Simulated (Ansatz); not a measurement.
# Ag (sc type): how the settings move a single-point run

Question: which choices in the input matter for Ag (sc type)?

Method: reference: DFT, PBEsol, PAW with Ansatz's default frozen-core files, scalar-relativistic, in Ansatz 0.2.0.

1 further run of the same task is left out (it didn't finish). Runs told in other sessions of the task aren't counted.

### Step 1. The starting structure

It takes space group Pm-3m (No. 221, cubic). Conventional cell: a = 2.451 Å, b = 2.451 Å, c = 2.451 Å, α = 90.00°, β = 90.00°, γ = 90.00°. Around Ag (site symmetry m-3m) lie 6 Ag at 2.45 Å.

Coordinates:

```xyz
1
Lattice="2.4506 0.0000 0.0000 0.0000 2.4506 0.0000 0.0000 0.0000 2.4506" Properties=species:S:1:pos:R:3 pbc="T T T"
Ag    0.0000    0.0000    0.0000
```

### Step 2. The reference run

File input.yaml:

```yaml
crystal:
  lattice:
    - [2.4506090683, 0.0, 0.0]
    - [0.0, 2.4506090683, 0.0]
    - [0.0, 0.0, 2.4506090683]
  atoms:
    - { symbol: Ag, position: [0.0, 0.0, 0.0] }
kpoints:
  mp_grid: { grid: [16, 16, 16] }
scf:
  occupations: { method: fermi_dirac, width: 0.05 }
hamiltonian:
  xc: pbesol
  pseudopotentials: { kind: paw }
output:
  forces: true
  stress: true
  eigenvalues: true
  populations: true
  write_density: true
  write_potential: true
  elf: true
  volumetric_format: npy
```

Command:

```sh
$ ansatz run input.yaml --threads 1 --pin off --max-ram 2048MiB --backend cpu --events-out ev --progress --plain --runs-dir out
```

### Step 3. Variant: mp_grid.grid [11, 11, 11], dr2_threshold 1.0e-05, n_extra_bands 32

Edit input.yaml of step 2 so:

```diff
@@ -8,5 +8,7 @@
 kpoints:
-  mp_grid: { grid: [16, 16, 16] }
+  mp_grid: { grid: [11, 11, 11] }
 scf:
   occupations: { method: fermi_dirac, width: 0.05 }
+  convergence: { dr2_threshold: 1.0e-05 }
+  n_extra_bands: 32
 hamiltonian:
@@ -19,5 +21 @@
   populations: true
-  write_density: true
-  write_potential: true
-  elf: true
-  volumetric_format: npy
```

What does the calculation give? Wanted: for each run, ending; energy change; pressure; gap; force.

The runs gave:

| run | ending | energy change | pressure (GPa) | gap (eV) | force (eV/Å) | cycles | time |
| --- | --- | --- | --- | --- | --- | --- | --- |
| reference | converged | 0 | 51.9 | 0.00 | 0.00 | 6 | 3.1 s |
| 1: mp_grid.grid [11, 11, 11], dr2_threshold 1.0e-05, n_extra_bands 32 | converged | +3.1 meV/atom | 52.0 | 0.00 | 0.00 | 6 | 2.2 s |

Times don't compare one to one where runs were asked for different outputs or read a saved state (see the inputs); cycles may leave out searches for a lower state.

Residual by cycle in the longest SCF loop of each run; runs are numbered as in the table. The quantity is the density residual dr2, in eV.

| cycle | reference | run 1 |
| --- | --- | --- |
| 1 | 0.0147 | 0.0131 |
| 2 | 0.00143 | 9.5e-4 |
| 3 | 4.7e-5 | 4.8e-5 |
| 4 | 1.5e-6 | 4.6e-6 |
| 5 | 1.6e-8 | 1.5e-8 |
| 6 | 4.5e-11 | 8.7e-10 |

**Reading.** Changing the k-point mesh, convergence setting and band count moves the energy by +3.1 meV/atom. Sampling errors of the energy have no fixed sign. The other settings changed steer the path, not the converged energy, so the shift is the mesh's. The structure is not at rest: the sound run finds 52 GPa, so these are no properties of the relaxed crystal. 
